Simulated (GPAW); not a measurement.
MnS:

```
CELL_PARAMETERS angstrom
0.00000 2.61225 2.61225
2.61225 0.00000 2.61225
2.61225 2.61225 0.00000
ATOMIC_POSITIONS crystal
Mn 0.00000 0.00000 0.00000
S 0.50000 0.50000 0.50000
```

Base run:

- Program: GPAW 26.7.0
- Functional: PBE
- Potentials or basis: GPAW PAW data sets (gpaw-data 1.2.1)
- Cutoff: 600 eV
- Basis: pw
- k mesh: 6 × 6 × 6
- Occupations: gaussian, width 0.05 eV
- Spin: collinear spin, ferromagnetic start
- Starting moments: [5.0, 0.0] μB
- Hubbard terms: Mn d U = 3.5 eV

Its results: band gap on the k mesh 0.53 eV, indirect (least direct gap 2.79 eV); pressure 3.9 GPa; net moment 5.00 μB per cell; site moments Mn +4.49; S +0.09 μB.

**Question.** The run is repeated on the same cell with these changes: hubbard terms from Mn d U = 3.5 eV to Mn d U = 10 eV. What comes out?

**Answer.** Band gap on the k mesh 1.72 eV, indirect (least direct gap 3.30 eV); pressure 8.5 GPa; net moment 5.00 μB per cell; site moments Mn +4.66; S +0.03 μB.

Caveats: a cell with one magnetic atom can't hold antiferromagnetic order, which such compounds often take.

A k mesh can miss the band edges.
